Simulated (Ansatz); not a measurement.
This script drives the Ansatz DFT code, driven from Python.

`ch2ote_adiabatic.py`:
```python
# -*- coding: utf-8 -*-
"""How CH2OTe relaxes after losing an electron."""

import itertools

import ansatz as az
from ase.data import atomic_numbers, covalent_radii
import numpy as np

GEOMETRY = """
O    -1.28770   -0.07750    0.97090
C    -0.52860   -0.46620    0.15610
Te    1.46720    0.14550    0.25590
H    -0.76660   -1.14630   -0.61800
H     1.16570    1.47080   -0.80630
"""

geometry = az.Crystal.molecule()
for line in GEOMETRY.strip().splitlines():
    symbol, *xyz = line.split()
    geometry = geometry.atom(symbol, [float(v) for v in xyz])

calc = (
    geometry.calculation()
    .basis(gaussian="def2-SVP")
    .functional("pbe0")
)
symbols = [site.symbol for site in geometry.cartesian_sites]
start = np.array([site.position_ang for site in geometry.cartesian_sites], dtype=float)
summary = calc.relax(force_tolerance=0.01, max_steps=100).run(threads=1).report
end = np.array(summary["positions_ang"])

minimum = az.Crystal.molecule()
for symbol, place in zip(symbols, end):
    minimum = minimum.atom(symbol, place.tolist())
ion = minimum.calculation().basis(gaussian="def2-SVP").functional("pbe0").charge(1).spin("collinear", total=1)
vertical = ion.run(threads=1).report
settled = ion.relax(force_tolerance=0.01, max_steps=80).run(threads=1).report
print(f"vertical ionisation energy   {vertical['free_energy_ev'] - summary['free_energy_ev']:.3f} eV")
print(f"adiabatic, no zero point     {settled['free_energy_ev'] - summary['free_energy_ev']:.3f} eV")
print(f"relaxation energy of the ion {vertical['free_energy_ev'] - settled['free_energy_ev']:.3f} eV")
ionised = np.array(settled["positions_ang"])
# pairs closer than 1.2 times the sum of covalent radii, before or after
radius = [covalent_radii[atomic_numbers[s]] for s in symbols]
span = lambda where, i, j: np.linalg.norm(where[i] - where[j])
bonded = [(i, j) for i, j in itertools.combinations(range(len(symbols)), 2) if min(span(end, i, j), span(ionised, i, j)) < 1.2 * (radius[i] + radius[j])]
print("pair        before    after (A)")
for i, j in bonded:
    print(f"{symbols[i]}{i}-{symbols[j]}{j}".ljust(10), f"{span(end, i, j):8.4f} {span(ionised, i, j):8.4f}")
```

It is started by `python ch2ote_adiabatic.py`. Estimate its wall time and peak memory on 1 thread of Arm Neoverse V2, with other jobs on the host.

It took about 66 s, with a peak of 0.24 GiB, for 3 runs of the engine.

Output of `python ch2ote_adiabatic.py`:
```text
vertical ionisation energy   9.073 eV
adiabatic, no zero point     8.893 eV
relaxation energy of the ion 0.179 eV
pair        before    after (A)
O0-C1        1.1882   1.1571
C1-Te2       2.1653   2.3831
C1-H3        1.1173   1.1117
Te2-H4       1.6651   1.6718
```

The energies are electronic: no zero-point or thermal terms, and the basis set is short of its limit. The product may relax into another structure. Each relaxation finds its nearest minimum, which needn't be the lowest. def2 sets replace the cores of elements past krypton by effective core potentials.
